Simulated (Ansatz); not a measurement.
# Ga3SbN2: the cost of one run

Program: Ansatz 0.2.0. Level of theory: DFT PBE, scalar-relativistic, plane waves, PAW. These are calculated values, not measurements.

### Step 1. Starting point

Symmetry: P6mm, No. 183, hexagonal system. Conventional cell: a = 5.800 Å, b = 5.800 Å, c = 7.578 Å, α = 90.00°, β = 90.00°, γ = 120.00°. Ga (site symmetry 2mm) has 2 N at 2.58 Å and 4 Ga at 2.90 Å in its first shell of neighbours. Around Sb (site symmetry 6mm) lie 6 Ga at 3.84 Å. N (site symmetry 3m) is surrounded by 3 Ga at 2.58 Å.

Structure file:

```
CELL_PARAMETERS angstrom
5.80026 0.00000 0.00000
-2.90013 5.02317 0.00000
0.00000 0.00000 7.57849
ATOMIC_POSITIONS crystal
Ga 0.50000 0.00000 0.26766
Ga 0.00000 0.50000 0.26766
Ga 0.50000 0.50000 0.26766
Sb 0.00000 0.00000 0.59970
N 0.33333 0.66667 0.00912
N 0.66667 0.33333 0.00912
```

Recipe of the guess: random cell by space group and Wyckoff sites (P6mm, No. 183). Lengths come from tabulated atomic sizes and are only a guess.

### Step 2. The guess as it stands, on a coarse mesh

File input.yaml:

```yaml
crystal:
  lattice:
    - [5.80026145, 0.0, 0.0]
    - [-2.90013072, 5.02317376, 0.0]
    - [0.0, 0.0, 7.57849241]
  atoms:
    - { symbol: Ga, position: [0.5, 0.0, 0.26766124] }
    - { symbol: Ga, position: [0.0, 0.5, 0.26766124] }
    - { symbol: Ga, position: [0.5, 0.5, 0.26766124] }
    - { symbol: Sb, position: [0.0, 0.0, 0.59970057] }
    - { symbol: "N", position: [0.33333333, 0.66666667, 0.00911936] }
    - { symbol: "N", position: [0.66666667, 0.33333333, 0.00911936] }
basis:
  ecutwfc: 420
kpoints:
  mp_grid: { grid: [3, 3, 2] }
hamiltonian:
  xc: pbe
scf:
  occupations: { method: gaussian, width: 0.1 }
  lower_state_search: "off"
output:
  forces: true
  stress: true
  eigenvalues: true
```

Started as:

```sh
> ansatz run input.yaml --threads 1 --pin off --max-ram 2560MiB --backend cpu --events-out ev --progress --plain --runs-dir out
```

What time and memory should one allow on 1 thread of AMD EPYC (Zen 3), shared host?

About 12 s, with a peak of 0.43 GiB.
